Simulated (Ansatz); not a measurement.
The system is HfIn4SiO6.

```
Hf In Si O
1.0
     5.27743    0.00000    0.00000
    -2.63872    4.57039    0.00000
     0.00000    0.00000   10.55905
Hf In Si O
1 4 1 6
Direct
  0.66667 0.33333 0.00000
  0.00000 0.00000 0.30446
  0.00000 0.00000 0.69554
  0.33333 0.66667 0.78919
  0.33333 0.66667 0.21081
  0.00000 0.00000 0.00000
  0.97300 0.70496 0.89972
  0.29504 0.02700 0.10028
  0.29504 0.26804 0.89972
  0.73196 0.70496 0.10028
  0.73196 0.02700 0.89972
  0.97300 0.26804 0.10028
```

The cell was built by a generator and needn't be a form met in nature.

Base run:

| Property | Result |
| --- | --- |
| Program | Ansatz 0.2.0 |
| Functional | PBE |
| Potentials or basis | all-electron LAPW, scalar-relativistic |
| Cutoff | 388 eV (chosen from the basis error) |
| Basis error allowed | 0.002 eV/atom |
| k mesh | 4 × 4 × 2 |
| Occupations | fermi-dirac, width 0.05 eV |
| Spin | no spin polarisation |
| Hubbard terms | Hf d U = 6 eV |

Its results: band gap on the k mesh 0.36 eV, indirect (least direct gap 1.79 eV); pressure 1.1 GPa; largest force 0.408 eV/Å.

Problem. The run is repeated on the same cell with these changes: hubbard terms from Hf d U = 6 eV to none. What comes out?

Solution. Band gap on the k mesh 0.35 eV, indirect (least direct gap 1.71 eV); pressure 0.0 GPa; largest force 0.006 eV/Å.

Caveats: spin-orbit coupling is left out, which moves the levels of the heavy elements; U is the effective U less J, on atomic orbitals that reach past the spheres (some runs); the mesh misses the band edges, which the band path finds closer together (some runs).
